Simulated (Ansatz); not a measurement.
# AsH₂ (doublet): wB97M-V, HSE06 over a scan of the distance As1–H3, cc-pVDZ

How well do these functionals follow the top wave-function level for AsH₂ (doublet) over a scan of the distance As1–H3?

The runs use Ansatz 0.2.0, Gaussian basis; cc-pVDZ, all electrons in the functionals.

The runs, in order: wB97M-V, HSE06, at 1.233 Å; 1.394 Å; 1.526 Å; 1.713 Å; 1.818 Å; 2.079 Å; 2.431 Å; 2.836 Å; 3.427 Å; 4.183 Å; 5.152 Å.

17 further runs of the same task are left out: 13 that didn't finish, 4 set aside as unsound or not needed. Runs told in other sessions of the task aren't counted.

### 1 The system

The geometry derives from a PBE0/def2-TZVP stationary point (not a proven minimum). One bond is set to the value named and the two fragments are kept rigid. No spin-orbit coupling is included. The filled d shell of As may be among the frozen orbitals whatever the setting's name suggests.

3 atoms, charge 0, spin multiplicity 2.

Atoms are counted from 1 here; the program's logs count them from 0.

Bond lengths: As1–H2 1.526 Å, As1–H3 1.526 Å. Angles: H2–As1–H3 90.7°.

Geometry (Å):

```xyz
3
AsH2
As    0.0000   -0.0281    0.0000
H     0.0000    1.0445   -1.0859
H     0.0000    1.0445    1.0859
```

No dispersion term is added; wB97M-V holds VV10 nonlocal correlation. HSE06 is the plane-wave form.

The geometry shown and the zero of energy belong to the point 1.526 Å. The yardstick, FCI, and other wave-function levels (R restricted, U unrestricted, valence and pair active spaces) come from earlier runs.

### 2 wB97M-V, 1.233 Å

Input file in.yaml:

```yaml
crystal:
  periodic: [false, false, false]
  atoms:
    - {symbol: As, position_ang: [0.000000, -0.025403, 0.002734]}
    - {symbol: H, position_ang: [0.000000, 1.047202, -1.083161]}
    - {symbol: H, position_ang: [0.000000, 0.841067, 0.879956]}
basis:
  gaussian: {orbitals: cc-pVDZ}
magnetization: {spin_polarized: true, initial_magnetization: 1}
hamiltonian: {xc: {name: wB97M-V}}
output: {forces: true, orbitals: {seedname: orbitals}}
```

On the command line:

```sh
ansatz run in.yaml --threads 1 --pin off --events-out ev --progress --plain --max-ram 2393MiB
```

Further steps of the session: wB97M-V, 1.394 Å; wB97M-V, 1.526 Å; wB97M-V, 1.713 Å; wB97M-V, 1.818 Å; wB97M-V, 2.079 Å; wB97M-V, 2.431 Å; wB97M-V, 2.836 Å; wB97M-V, 3.427 Å; wB97M-V, 4.183 Å; wB97M-V, 5.152 Å; HSE06, 1.233 Å; HSE06, 1.394 Å; HSE06, 1.526 Å; HSE06, 1.713 Å; HSE06, 1.818 Å; HSE06, 2.079 Å; HSE06, 2.431 Å; HSE06, 2.836 Å; HSE06, 3.427 Å; HSE06, 4.183 Å; HSE06, 5.152 Å.

Q: Predict the results of all the runs planned. Wanted: span of the FCI curve; largest miss, wB97M-V; largest miss, HSE06.

As calculated:

| quantity | value |
| --- | --- |
| span of the FCI curve | 280.3 kJ/mol |
| largest miss, wB97M-V | +33.9 kJ/mol (2.431 Å) |
| largest miss, HSE06 | +23.1 kJ/mol (2.431 Å) |

In words: Of the functionals, HSE06 keep the smallest largest miss at the points compared (at most 23.1 kJ/mol) and wB97M-V strays most (33.9 kJ/mol, at 2.431 Å). wB97M-V, HSE06 clearly break the spin symmetry at some points (⟨S²⟩ up to 1.01 above the pure value), so energy there is bought with a mixed spin. Functionals and the yardstick converge differently with the basis, so part of each miss in cc-pVDZ is the basis.
